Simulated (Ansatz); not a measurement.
# SrFeO3: the cost of one run

Program: Ansatz 0.2.0 through its Python package. The levels of theory stand in the script. These are calculated values, not measurements.

**1. Starting point**

It takes space group Pm-3m (No. 221, cubic). The conventional cell has a = 3.829 Å, b = 3.829 Å, c = 3.829 Å, α = 90.00°, β = 90.00°, γ = 90.00°. Sr (site symmetry m-3m) has 12 O at 2.71 Å in its first shell of neighbours. Fe (site symmetry m-3m) is surrounded by 6 O at 1.91 Å. O (site symmetry 4/mmm) has 2 Fe at 1.91 Å and 4 Sr at 2.71 Å in its first shell of neighbours.

Input file srfeo3.cif:

```cif
data_SrFeO3
_cell_length_a 3.828814
_cell_length_b 3.828814
_cell_length_c 3.828814
_cell_angle_alpha 90.00000
_cell_angle_beta 90.00000
_cell_angle_gamma 90.00000
_symmetry_space_group_name_H-M 'P 1'
_symmetry_Int_Tables_number 1
loop_
_symmetry_equiv_pos_as_xyz
'x, y, z'
loop_
_atom_site_label
_atom_site_type_symbol
_atom_site_fract_x
_atom_site_fract_y
_atom_site_fract_z
Sr1 Sr    0.000000    0.000000    0.000000
Fe2 Fe    0.500000    0.500000    0.500000
O3 O    0.000000    0.500000    0.500000
O4 O    0.500000    0.000000    0.500000
O5 O    0.500000    0.500000    0.000000
```

**2. The code**

The input, srfeo3.py:

```python
"""How the lattice of SrFeO3 depends on the functional."""

import ansatz as az
from ase.io import read
import numpy as np

config = {
    "ecut": 420,
    "k_spacing": 0.25,
    "filling": "fermi_dirac",
    "max_iterations": 100,
}

def edges_and_angles(cell):
    cell = np.asarray(cell)
    a, b, c = np.linalg.norm(cell, axis=1)
    cosines = cell[1] @ cell[2] / (b * c), cell[0] @ cell[2] / (a * c), cell[0] @ cell[1] / (a * b)
    return (a, b, c, *np.degrees(np.arccos(cosines)))

atoms = read("srfeo3.cif")
xtal = az.Crystal.from_ase(atoms).moments(Fe=4.5)

model = (
    xtal.calculation()
    .basis(config["ecut"], xc_grid=2)
    .kpoints(spacing=config["k_spacing"])
    .occupations(config["filling"], width=50 * az.meV)
    .spin("collinear")
    .scf(max_iterations=config["max_iterations"])
    .relax(cell=True, max_steps=60)
)

levels = [("lda", "none"), ("blyp", "d3bj"), ("pbesol", "d3bj")]
print("level            a       b       c    alpha   beta  gamma  V/atom  steps")
for name, dispersion in levels:
    seen = []
    run = model.functional(name, dispersion=dispersion).session().plan()
    res = run.execute(on_event=lambda e: seen.append(e) if e["event"] == "relax_step" else None)
    cell = res.lattice.cell_ang
    label = name if dispersion == "none" else f"{name}+{dispersion}"
    print("{:13s} {:7.4f} {:7.4f} {:7.4f} {:6.2f} {:6.2f} {:6.2f}".format(label, *edges_and_angles(cell)), f"{abs(np.linalg.det(cell)) / len(res.lattice.sites):7.3f} {len(seen):5d}")
```

**3. Launch**

The run is started by

```bash
$ python srfeo3.py
```

What time and memory should one allow on 1 thread of AMD EPYC 9R45 (Zen 5), shared host?

About 28 s, with a peak of 0.56 GiB.
